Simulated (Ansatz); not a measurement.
# HfIn4SiO6 (P1) in Ansatz: band structure with PBE

Aim: the band structure of HfIn4SiO6 with PBE.

Everything below comes from runs of Ansatz 0.2.0. Logs are shortened: lines on timing, memory, paths and dates and some standing lists are left out, and cuts for length are marked.

### 1 The structure

The typed cell holds 12 atoms: a = 5.699 Å, b = 6.149 Å, c = 7.308 Å, α = 98.49°, β = 111.85°, γ = 96.55°.

The cell was built by a generator and needn't be a form met in nature.

### 2 Band structure, PBE

File input.yaml:

```yaml
crystal:
  lattice:
    - [5.69867, 0.00381, 0.01559]
    - [-0.70506, 6.10815, -0.00575]
    - [-2.73718, -1.39557, 6.63076]
  atoms:
    - { symbol: Hf, position: [0.11793, 0.01556, 0.13292] }
    - { symbol: In, position: [0.38842, 0.99901, 0.72891] }
    - { symbol: In, position: [0.75865, 0.00842, 0.49586] }
    - { symbol: In, position: [0.23461, 0.48841, 0.533] }
    - { symbol: In, position: [0.59649, 0.48211, 0.20528] }
    - { symbol: Si, position: [0.86778, 0.44029, 0.85544] }
    - { symbol: O, position: [0.55316, 0.38738, 0.7929] }
    - { symbol: O, position: [0.93454, 0.38483, 0.65596] }
    - { symbol: O, position: [0.98414, 0.26218, 0.00347] }
    - { symbol: O, position: [0.99083, 0.69806, 0.98452] }
    - { symbol: O, position: [0.08665, 0.06493, 0.39374] }
    - { symbol: O, position: [0.4868, 0.10883, 0.21799] }
hamiltonian:
  xc: pbe
  pseudopotentials: { kind: paw }
kpoints:
  mp_grid: { grid: [5, 5, 4] }
  band_path:
    path:
      - [[0.5, 0.0, 0.0], [0.0, 0.0, 0.0], [0.0, -0.5, 0.0]]
      - [[0.5, -0.5, 0.0], [0.0, 0.0, 0.0], [0.0, 0.5, -0.5]]
      - [[0.5, 0.5, -0.5], [0.0, 0.0, 0.0], [0.0, 0.0, -0.5]]
      - [[0.5, 0.0, -0.5], [0.0, 0.0, 0.0]]
    npoints: 10
scf:
  occupations: { method: fermi_dirac, width: 0.05 }
  n_extra_bands: 30
output:
  forces: true
  stress: true
  eigenvalues: true
  fatbands: false
```

Potentials or basis: Ansatz PAW.

Run with:

```console
ansatz run input.yaml --threads 8 --pin off --max-ram 20480MiB --backend cpu --events-out ev --progress --plain --runs-dir out
```

Log:

```text
Warning: RAYON_NUM_THREADS=8 ignored (pool sized by the plan → 8); use --threads N
scf.n_extra_bands = 30 over 59 filled bands (N_el = 118.0): the run solves 89 bands
Engine: ansatz 0.2.0, x86_64-unknown-linux-gnu
Pseudopotentials: kind: paw
Pseudopotential: Hf, paw, valence charge 26, recommended cutoff 420 eV (normal), Hf.paw.azcp
Pseudopotential: In, paw, valence charge 13, recommended cutoff 420 eV (normal), In.paw.azcp
Pseudopotential: Si, paw, valence charge 4, recommended cutoff 420 eV (normal), Si.paw.azcp
Pseudopotential: O, paw, valence charge 6, recommended cutoff 420 eV (normal), O.paw.azcp
Functional definition: PBE
  parameter kappa = 0.804
  parameter beta = 0.06672455060314922
  exchange = pbe_x(kappa = kappa, mu = beta*pi^2/3)
  correlation = pbe_c(beta = beta)
Crystal: 12 atoms, lattice volume = 231.054 Å³
Basis set: ecut = 420 eV, 4531 PW (Γ), exchange–correlation on 80×90×100 points (8 copies of the dense FFT grid, shifted against one another)
Bands: 89, of which v1, the nominal top of the filled ones, is band 59 counted from 1 (58 counted from 0)
Symmetry: 1 space group operations
Space group: P1 (ITA 1), of the structure as read, at distance tolerance 6.1e-5 Å
k-points: 51 of 100 (time reversal used)
Non-local potential: Hf, projectors of the file, l = 0: 3, l = 1: 2, l = 2: 2, l = 3: 3
Non-local potential: In, projectors of the file, l = 0: 2, l = 1: 2, l = 2: 2, l = 3: 2
Non-local potential: Si, projectors of the file, l = 0: 2, l = 1: 2, l = 2: 2
Non-local potential: O, projectors of the file, l = 0: 2, l = 1: 2, l = 2: 1
PAW form: soft (Blöchl's): semilocal exchange-correlation on the pseudo side does not see the compensation charge
PAW one-centre angular grid: Hf, 590 points (default); XC on 64 Gauss nodes
PAW one-centre angular grid: In, 590 points (default); XC on 64 Gauss nodes
PAW one-centre angular grid: Si, 110 points (default); XC on 64 Gauss nodes
PAW one-centre angular grid: O, 110 points (default); XC on 64 Gauss nodes
Initial density: superposition of atomic densities (neutral atoms: chi_scale 0, normalization atom), corrected by the library's trained network
Initial wavefunctions: pseudopotential atomic-orbital guess
Functional: x = pbe(κ = 0.804, μ = 0.2195149727645171), c = pbe(β = 0.06672455060314922)
SCF iter   1: F=—  HF=-42160.183003 eV  |F-HF|=—  |Δ(HF+E_count)|=         —  Δρ=3.28e-3  dr2=3.81e-2  ethr=1.77e-3  ⟨swp⟩=6.1  Hψ=20158  notcnv=0  defer=342
preconditioner: auto → Resta (q_TF=auto, 2.439 Å⁻¹)  ε∞=3.2  [insulator: Δε(μ)=0.904 eV  Ē_g=17.120 eV  σ=0.050 eV  W_gap=1.00  n_scr=56 (ndim 8)  ℏωp=25.6 eV  f_vac=0.060  D(μ)=0.00/eV (n_scr^D=0)  ε∞_Penn≈3.2]
SCF iter   2: F=—  HF=-42160.179870 eV  |F-HF|=—  |Δ(HF+E_count)|=   3.13e-3  Δρ=1.84e-3  dr2=8.17e-3  ethr=3.23e-5  ⟨swp⟩=2.8  Hψ=7806  notcnv=0  defer=925
SCF iter   3: F=—  HF=-42160.180717 eV  |F-HF|=—  |Δ(HF+E_count)|=   8.47e-4  Δρ=1.22e-3  dr2=3.81e-3  ethr=6.93e-6  ⟨swp⟩=2.0  Hψ=6085  notcnv=0  defer=925
SCF iter   4: F=—  HF=-42160.180553 eV  |F-HF|=—  |Δ(HF+E_count)|=   1.64e-4  Δρ=3.56e-4  dr2=3.11e-4  ethr=3.23e-6  ⟨swp⟩=2.0  Hψ=6031  notcnv=0  defer=925
SCF iter   5: F=—  HF=-42160.180682 eV  |F-HF|=—  |Δ(HF+E_count)|=   1.30e-4  Δρ=1.77e-4  dr2=7.22e-5  ethr=2.64e-7  ⟨swp⟩=2.0  Hψ=6034  notcnv=0  defer=925
SCF iter   6: F=—  HF=-42160.180658 eV  |F-HF|=—  |Δ(HF+E_count)|=   2.41e-5  Δρ=7.10e-5  dr2=1.01e-5  ethr=6.12e-8  ⟨swp⟩=2.0  Hψ=6084  notcnv=0  defer=925
SCF iter   7: F=—  HF=-42160.180665 eV  |F-HF|=—  |Δ(HF+E_count)|=   6.43e-6  Δρ=2.29e-5  dr2=1.27e-6  ethr=8.58e-9  ⟨swp⟩=2.0  Hψ=5199  notcnv=0  defer=925
SCF iter   8: F=—  HF=-42160.180666 eV  |F-HF|=—  |Δ(HF+E_count)|=   1.32e-6  Δρ=1.68e-5  dr2=6.00e-7  ethr=1.08e-9  ⟨swp⟩=2.0  Hψ=6443  notcnv=0  defer=925
SCF iter   9: F=-42160.180666 eV  HF=-42160.180666 eV  |F-HF|=4.02e-9  |Δ(HF+E_count)|=   7.90e-8  Δρ=4.06e-6  dr2=3.88e-8  ethr=8.47e-11  ⟨swp⟩=10.8  Hψ=27389  notcnv=0
SCF 1 converged in 9 iterations: F = -42160.180666 eV  dr2 = 3.88e-8
NSCF: frozen V_eff on 74 k-points
SCF converged after 9 iterations
Free energy (F): -42160.180666 eV
Harris-Foulkes:  -42160.180666 eV  (|F-HF|=4.02e-9)
Internal energy: -42160.180655 eV  (E = F + TS)
E sigma→0 (E₀):  -42160.180661 eV
Entropy (-TS):   -0.000011 eV (-0.001 meV/atom)
Fermi energy:    8.006092 eV
--- Per-component energies (eV) ---
  E_band       = -563.670542
  E_kinetic    = 2479.859729
  E_local      = -15685.766553  (includes V_loc(G=0)·N_el)
  E_nonlocal   = 536.027896
  E_hartree    = 6684.204744
  E_xc         = -1660.913292
  E_vxc        = -1275.528865  (∫ρ·V_xc dr)
  E_paw        = -24996.351646  (= ΣΔE_a)
  E_vpaw       = 13.318413  (= ΣTr[D̂ρ^β])
  E_aug_tail   = 0.014860  (compensation charges beyond the density's cutoff)
  E_ewald      = -9517.256393
  E_smearing   = -0.000011  (= −TS)
  E_closure    = -0.000000  (closes the sum)
  Σ components = -42160.180666   (vs F -42160.180666, Δ=0.00e0)
--- Forces (eV/Å), atoms counted from 1 ---
  atom   1  Hf    -0.00317025    -0.00005720    -0.00000432
  atom   2  In     0.00229368     0.00073949     0.00079535
  atom   3  In    -0.00055518    -0.00436374     0.00297450
  atom   4  In     0.00107509     0.00116302    -0.00043212
  atom   5  In     0.00069124     0.00290045    -0.00045846
  atom   6  Si    -0.00193254    -0.00323592    -0.00399148
  atom   7  O      0.00323071     0.00121190     0.00320946
  atom   8  O     -0.00216883     0.00048993     0.00513838
  atom   9  O     -0.00008464     0.00038920     0.00058556
  atom  10  O      0.00006114    -0.00218146    -0.00141261
  atom  11  O      0.00072961     0.00121004    -0.00294489
  atom  12  O     -0.00005227     0.00175616    -0.00352029
  max |Σ_I F_I| component: 1.18e-4 eV/Å
--- Stress (GPa, compression-positive) ---
       -0.005769       0.001446       0.016730
        0.001446       0.009810      -0.010833
        0.016729      -0.010833       0.017384
  P = ⅓ Tr σ = 0.0071 GPa (0.071 kbar)
--- Band table (eV; the first three rows and the last of 51) ---
  k-point 0: bands = ["-54.7349", "-23.6625", "-23.6381", "-23.6096", "-12.6364", "-11.3659", "-11.2826", "-11.1736", "-10.7371", "-10.5354", "-6.7273", "-6.7079", "-6.6686", "-6.6598", "-6.6263", "-6.6189", "-6.5959", "-6.5813", "-6.5494", "-6.5146", "-6.3786", "-6.3654", "-6.3464", "-6.3255", "-6.3065", "-6.2879", "-6.2574", "-6.2315", "-6.1986", "-6.1740", "-4.6289", "-4.6160", "-4.6082", "-4.5959", "-4.5850", "-4.5815", "-4.5796", "-1.0048", "0.8895", "1.1327", "1.4779", "1.5825", "2.3336", "2.4673", "2.5377", "2.8594", "3.0810", "3.1186", "3.2947", "3.6322", "3.7211", "3.9944", "4.1715", "4.3528", "4.5688", "4.9095", "5.6470", "6.9738", "7.5390", "8.7050", "9.7020", "9.7707", "10.7126", "10.7826", "11.1009", "11.6129", "11.6451", "12.0531", "12.2782", "12.4638", "12.6999", "12.7974", "12.9996", "13.5922", "14.5954", "14.7758", "15.1515", "15.4441", "15.8100", "16.0954", "16.6959", "17.3979", "17.6178", "17.8342", "17.9794", "18.1027", "18.7558", "19.1617", "19.4645"]
  k-point 1: bands = ["-54.7349", "-23.6625", "-23.6381", "-23.6096", "-12.6303", "-11.3862", "-11.2821", "-11.1752", "-10.7194", "-10.5372", "-6.7248", "-6.7083", "-6.6676", "-6.6569", "-6.6289", "-6.6248", "-6.5907", "-6.5797", "-6.5494", "-6.5158", "-6.3783", "-6.3661", "-6.3466", "-6.3268", "-6.3072", "-6.2883", "-6.2571", "-6.2339", "-6.1961", "-6.1737", "-4.6306", "-4.6160", "-4.6077", "-4.5960", "-4.5854", "-4.5820", "-4.5797", "-0.9995", "0.8842", "1.0390", "1.5041", "1.6760", "2.0457", "2.4793", "2.6998", "2.8991", "2.9671", "3.1578", "3.4605", "3.5908", "3.7932", "4.0208", "4.2146", "4.4224", "4.6531", "4.8822", "5.4404", "6.9213", "7.5094", "8.8088", "9.4799", "9.9074", "10.5139", "10.9169", "11.0803", "11.3935", "11.6733", "11.9940", "12.1307", "12.2803", "12.7183", "13.0080", "13.3780", "13.9378", "14.3020", "14.8552", "15.2280", "15.4431", "15.7723", "16.1969", "16.6917", "17.0552", "17.3688", "17.7741", "18.0512", "18.4343", "18.7618", "19.0633", "19.3077"]
  k-point 2: bands = ["-54.7349", "-23.6625", "-23.6381", "-23.6096", "-12.6241", "-11.4058", "-11.2818", "-11.1766", "-10.7023", "-10.5393", "-6.7224", "-6.7087", "-6.6672", "-6.6511", "-6.6367", "-6.6262", "-6.5872", "-6.5779", "-6.5495", "-6.5172", "-6.3779", "-6.3668", "-6.3469", "-6.3283", "-6.3080", "-6.2886", "-6.2567", "-6.2358", "-6.1941", "-6.1731", "-4.6323", "-4.6161", "-4.6072", "-4.5961", "-4.5859", "-4.5825", "-4.5797", "-0.9944", "0.8771", "0.9726", "1.5351", "1.7100", "1.9697", "2.3941", "2.7292", "2.8141", "3.0472", "3.2271", "3.4959", "3.6239", "3.9160", "4.0264", "4.2683", "4.4527", "4.8541", "4.9007", "5.0826", "6.9030", "7.3974", "8.9491", "9.4037", "9.9911", "10.2750", "11.0035", "11.2766", "11.3324", "11.4329", "11.8885", "11.9740", "12.1642", "12.6587", "13.2280", "13.5653", "14.0659", "14.4523", "15.0782", "15.2787", "15.5912", "15.7170", "16.0068", "16.4907", "17.1166", "17.4146", "17.6413", "17.9668", "18.4222", "18.6649", "18.8473", "19.3555"]
  k-point 50: bands = ["-54.7349", "-23.6628", "-23.6386", "-23.6097", "-12.5736", "-11.4435", "-11.2518", "-11.2211", "-10.6662", "-10.5725", "-6.7221", "-6.7073", "-6.6673", "-6.6555", "-6.6350", "-6.6119", "-6.5962", "-6.5745", "-6.5493", "-6.5229", "-6.3760", "-6.3668", "-6.3465", "-6.3321", "-6.3150", "-6.2911", "-6.2560", "-6.2445", "-6.2187", "-6.1732", "-4.6244", "-4.6150", "-4.6064", "-4.5959", "-4.5868", "-4.5842", "-4.5760", "-0.7404", "0.8412", "0.9891", "1.3614", "1.5364", "1.8502", "2.1766", "2.7013", "2.8753", "3.0938", "3.3343", "3.5881", "3.7027", "3.8327", "4.2091", "4.3959", "4.5344", "4.7176", "4.8774", "5.2997", "6.5284", "6.6738", "9.4284", "9.5797", "10.0081", "10.1977", "10.9060", "11.1818", "11.4054", "11.8837", "12.0234", "12.3535", "12.6379", "13.0435", "13.6365", "13.8683", "14.0836", "14.3844", "14.5998", "15.3105", "15.4536", "15.9039", "16.1175", "16.7827", "16.9853", "17.2352", "17.5322", "17.8196", "18.0830", "18.4353", "18.7566", "18.9742"]
```

Wall time 31 s (8 threads of Intel Xeon Platinum 8259CL at 2.50GHz (Skylake/Cascade Lake), shared host); peak memory 1.8 GiB.

What came out:

```yaml
Free_energy: -42160.1807 eV
Pressure: 0.0 GPa
Largest_force: 0.006 eV/Å
Band_gap_on_the_k_mesh: 0.89 eV, indirect (least direct gap 1.17 eV)
Band_gap_along_the_path: 1.16 eV, direct
```

Forces in eV/Å, atoms in the order of the input:
```
Hf  -0.003  0.000  0.000
In   0.002  0.001  0.001
In  -0.001 -0.004  0.003
In   0.001  0.001  0.000
In   0.001  0.003  0.000
Si  -0.002 -0.003 -0.004
O    0.003  0.001  0.003
O   -0.002  0.000  0.005
O    0.000  0.000  0.001
O    0.000 -0.002 -0.001
O    0.001  0.001 -0.003
O    0.000  0.002 -0.004
```

Levels at the corners of the path, in eV from the valence-band top:
| point | band 55 | band 56 | band 57 | band 58 | band 59 | band 60 | band 61 | band 62 | band 63 | band 64 |
| --- | --- | --- | --- | --- | --- | --- | --- | --- | --- | --- |
| X | -2.88 | -2.61 | -2.49 | -1.23 | -0.71 | 1.59 | 2.43 | 2.68 | 2.83 | 3.20 |
| Γ | -2.97 | -2.63 | -1.89 | -0.57 | 0.00 | 1.16 | 2.16 | 2.23 | 3.17 | 3.24 |
| Y | -2.61 | -2.38 | -2.29 | -1.04 | -0.03 | 1.41 | 1.84 | 2.18 | 2.40 | 2.93 |
| L | -2.85 | -2.28 | -2.03 | -1.21 | -0.85 | 1.65 | 2.03 | 2.14 | 2.41 | 3.13 |
| Γ | -2.97 | -2.63 | -1.89 | -0.57 | 0.00 | 1.16 | 2.16 | 2.23 | 3.17 | 3.24 |
| Z | -2.72 | -2.40 | -1.79 | -1.24 | -0.70 | 1.28 | 1.82 | 2.10 | 2.38 | 3.55 |
| N | -2.68 | -2.31 | -1.93 | -1.23 | -0.90 | 1.71 | 2.00 | 2.12 | 2.36 | 3.47 |
| Γ | -2.97 | -2.63 | -1.89 | -0.57 | 0.00 | 1.16 | 2.16 | 2.23 | 3.17 | 3.24 |
| M | -2.69 | -2.64 | -2.46 | -0.64 | -0.14 | 1.41 | 1.86 | 2.45 | 2.73 | 3.46 |
| R | -2.82 | -2.68 | -2.39 | -1.16 | -0.97 | 1.92 | 2.16 | 2.40 | 2.70 | 3.43 |
| Γ | -2.97 | -2.63 | -1.89 | -0.57 | 0.00 | 1.16 | 2.16 | 2.23 | 3.17 | 3.24 |

Caveat: the pressure holds a Pulay correction of +0.3 GPa for the finite cutoff; spin-orbit coupling is left out, which moves the levels of the heavy elements.
